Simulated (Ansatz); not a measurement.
Au, a sheet with vacuum:

```xyz
2
Lattice="4.4744 0.0000 0.0000 -2.2372 3.8750 0.0000 0.0000 0.0000 23.8000" Properties=species:S:1:pos:R:3 pbc="T T T"
Au    0.0000    2.5833    7.0001
Au    2.2372    1.2916    7.0001
```

The cell was built by a generator and needn't be a form met in nature.

Base run:

* Program: Ansatz 0.2.0
* Functional: LDA
* Potentials or basis: all-electron LAPW, scalar-relativistic
* Cutoff: 297 eV (chosen from the basis error)
* Basis error allowed: 0.002 eV/atom
* k mesh: 7 × 7 × 1
* Occupations: fermi-dirac, width 0.05 eV
* Spin: no spin polarisation

Its results: band gap on the k mesh 0.47 eV, direct.

Question: The run is repeated on the same cell with these changes: functional from LDA to PBE. What comes out?

Answer: Band gap on the k mesh 0.42 eV, direct.

Caveats: spin-orbit coupling is left out, which moves the levels of the heavy elements.

A k mesh can miss the band edges.
